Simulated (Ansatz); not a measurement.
# C5H5F3: how energies converge with the basis set

The task here is to estimate one member of a computed series from the others.

Computed with Ansatz 0.2.0, Gaussian basis. Level: one geometry, several basis sets.

The runs, in order: PBE0-D4/def2-SVP; ωB97M-V/def2-SVP; PBE0-D4/def2-QZVPP; ωB97M-V/def2-QZVPP; the functionals' def2-TZVPP values are taken from earlier runs.

## The relaxed structure

The geometry comes from an earlier relaxation with PBE0-D4 in a triple-zeta def2 set; it is a stationary point, not always the lowest conformer.

13 atoms, charge 0, spin multiplicity 1.

Atoms are counted from 1 here; the program's logs count them from 0.

Bond lengths: F1–C2 1.375 Å, C2–C3 1.525 Å, C2–C6 1.543 Å, C2–H9 1.092 Å, C3–C4 1.501 Å, C3–H10 1.093 Å, C3–H11 1.095 Å, C4–C5 1.326 Å, C4–H12 1.083 Å, C5–C6 1.491 Å, C5–H13 1.081 Å, C6–F7 1.348 Å, C6–F8 1.369 Å. Angles: F1–C2–C3 109.6°, F1–C2–C6 109.2°, F1–C2–H9 108.1°, C3–C2–C6 104.4°, C3–C2–H9 114.8°, C6–C2–H9 110.7°, C2–C3–C4 103.8°, C2–C3–H10 109.9°, C2–C3–H11 111.6°, C4–C3–H10 113.3°, C4–C3–H11 111.0°, H10–C3–H11 107.2°, C3–C4–C5 112.8°, C3–C4–H12 122.4°, C5–C4–H12 124.7°, C4–C5–C6 110.2°, C4–C5–H13 127.6°, C6–C5–H13 122.2° and more.

Coordinates:

```xyz
13
charge 0, multiplicity 1
F    -0.77722   -0.61089    1.85666
C     0.02936   -0.80336    0.76013
C     1.02454    0.34741    0.64991
C     0.41244    1.25297   -0.37838
C    -0.60788    0.69378   -1.01489
C    -0.82227   -0.69743   -0.52243
F    -2.11689   -1.00265   -0.30439
F    -0.36250   -1.60973   -1.43441
H     0.48234   -1.79330    0.84087
H     1.15206    0.82421    1.62458
H     2.01128   -0.00148    0.32897
H     0.79814    2.24489   -0.58146
H    -1.20300    1.12089   -1.81047
```

The first run:

File in.yaml:

```yaml
crystal:
  periodic: [false, false, false]
  atoms:
    - {symbol: F, position_ang: [-0.777218, -0.610893, 1.856659]}
    - {symbol: C, position_ang: [0.029359, -0.803364, 0.760127]}
    - {symbol: C, position_ang: [1.024541, 0.347411, 0.649910]}
    - {symbol: C, position_ang: [0.412436, 1.252965, -0.378379]}
    - {symbol: C, position_ang: [-0.607876, 0.693775, -1.014888]}
    - {symbol: C, position_ang: [-0.822274, -0.697433, -0.522425]}
    - {symbol: F, position_ang: [-2.116890, -1.002651, -0.304390]}
    - {symbol: F, position_ang: [-0.362496, -1.609727, -1.434415]}
    - {symbol: H, position_ang: [0.482343, -1.793303, 0.840873]}
    - {symbol: H, position_ang: [1.152058, 0.824211, 1.624582]}
    - {symbol: H, position_ang: [2.011284, -0.001476, 0.328973]}
    - {symbol: H, position_ang: [0.798138, 2.244892, -0.581455]}
    - {symbol: H, position_ang: [-1.203003, 1.120891, -1.810473]}
basis:
  gaussian: {orbitals: def2-SVP}
hamiltonian: {xc: pbe0, dispersion: d4}
output: {orbitals: {seedname: orbitals}}
```

Started as:

```sh
$ ansatz run in.yaml --threads 4 --pin off --events-out ev --progress --plain --max-ram 11315MiB
```

Among the steps run: PBE0-D4 in def2-SVP; ωB97M-V in def2-SVP; PBE0-D4 in def2-QZVPP; ωB97M-V in def2-QZVPP.

One table of the session follows, with a row left open; its other results are not shown here.

It belongs to the step «Density functionals: the series». 

```
functional       basis  HOMO (eV)
   PBE0-D4    def2-SVP      -8.21
   PBE0-D4  def2-TZVPP      -8.24
   PBE0-D4  def2-QZVPP      -8.27
   ωB97M-V    def2-SVP          ?
   ωB97M-V  def2-TZVPP     -10.50
   ωB97M-V  def2-QZVPP     -10.53
```

Q: Estimate the row for ωB97M-V, def2-SVP from the others.

The run gave: HOMO (eV): -10.46. In the column «HOMO (eV)» it lies between ωB97M-V, def2-TZVPP (-10.50) and PBE0-D4, def2-QZVPP (-8.27).
